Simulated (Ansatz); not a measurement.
# ClGaH2O2, SMILES [OH][Ga]([OH])[Cl]: a ladder of methods at one geometry

Program: Ansatz 0.2.0, Python API.

Notebook, run cell by cell (the value of a cell's last expression is shown):

**Cell 1**
```python
import ansatz as az
from ase import Atoms
```

**Cell 2**
```python
atoms = Atoms(["O", "Ga", "O", "Cl", "H", "H"], positions=[
    (-0.2336, 1.4575, -0.9564),
    (0.2085, -0.3595, -0.3947),
    (0.9466, -0.8835, 0.814),
    (-0.9401, -1.7017, -0.8577),
    (-0.7915, 1.5681, -0.141),
    (0.8522, -0.1449, 1.4897),
])
system = az.Crystal.molecule_from_ase(atoms)
```

**Cell 3**
```python
model = system.calculation().basis(gaussian="def2-SVP")

methods = ["mp2", "ccsd", "ccsd_t"]
reports = [model.correlation(m).run(threads=1, pin="off").report for m in methods]
print(f"Hartree-Fock reference {reports[0]['reference_energy_ev'] / 27.211386246:.6f} Ha")
best = reports[-1]["free_energy_ev"] - reports[-1]["reference_energy_ev"]
for method, each in zip(methods, reports):
    gained = each["free_energy_ev"] - each["reference_energy_ev"]
    print(f"{method:8s} total {each['free_energy_ev'] / 27.211386246:.6f} Ha  correlation {gained:9.4f} eV  ({100 * gained / best:.1f} % of the last)")
```
Output:
```text
Hartree-Fock reference -2533.076035 Ha
mp2      total -2533.807632 Ha  correlation  -19.9078 eV  (96.8 % of the last)
ccsd     total -2533.812644 Ha  correlation  -20.0441 eV  (97.5 % of the last)
ccsd_t   total -2533.831550 Ha  correlation  -20.5586 eV  (100.0 % of the last)
```

What to keep in mind:
- Total energies depend on the basis set; only differences at equal settings carry meaning.
- The geometry is a force-field or estimated start, not a minimum of this method, and the basis set is short of its limit. A lower total doesn't mark the better method: functionals have no common bound, and MP2 and coupled cluster aren't variational.
- Inner cores stay frozen; a filled d shell under the valence of the heavier atoms is correlated with it.
- Hardware and time: 12 s on 1 thread of Intel(R) Xeon(R) Processor @ 2.30GHz, with other jobs on the host, peak memory 0.39 GiB.
